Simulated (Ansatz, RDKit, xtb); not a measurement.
**C3H9BNP: ranking a sample of isomers**

A sample of isomers of C3H9BNP is drawn. Aim: find which of them has the lowest free energy at 298.15 K, then its properties. The sample is small against all isomers, and the most stable one of this formula need not be in it.

Plan: many cheap relaxations first (GFN2-xTB), then density-functional screening, relaxation at PBE0-D3(BJ)/def2-SVP, vibrations (at GFN2-xTB) and a final energy. The numbers are computed, not measured.

**1. Candidates**

Isomers were taken from a list of plausible structures; this is a sample, not all of them. That gives 5 candidates.

| label | SMILES | spin |
| --- | --- | --- |
| c246 | PB1CCCN1 | singlet |
| c336 | C=CCNBP | singlet |
| c535 | [BH3-][P@H+](C)CC#N | singlet |
| c669 | C=C(C)B(N)P | singlet |
| c999 | C=CB(P)NC | singlet |

Candidates are built by distance geometry, with a force field where one applies, in up to four conformers (letters a to d).

**Question.** With final energies at CCSD(T)/def2-SVP + MP2/def2-TZVPP - MP2/def2-SVP, which structure will this search put lowest in free energy, and by what margin?

| quantity | value |
| --- | --- |
| lowest structure found | PB1CCCN1, singlet |
| next finalist | C=C(C)B(N)P, singlet, 3.8 kcal/mol higher in G |
| share at equilibrium, among the finalists | 99.8 % |

The lowest structure found is `PB1CCCN1`. The margin of 3.8 kcal/mol over the next finalist is beyond the usual error of the last level; it says nothing of structures that weren't ranked. GFN2-xTB, HF/STO-3G, r2SCAN-D4/def2-SVP, PBE0-D3(BJ)/def2-SVP, HF/def2-SVP and MP2/def2-SVP already put its bonding pattern lowest among the structures in one piece. 2 minima inside the window were never screened. The search is not exhaustive (a finite list of starts, one conformer a finalist), so a lower isomer can't be ruled out. Only 5 drawn patterns were tried, so whole families of isomers are missing, and the result ranks this sample alone. The lowest isomer need not be the one that is made and kept in a bottle, which depends on barriers.
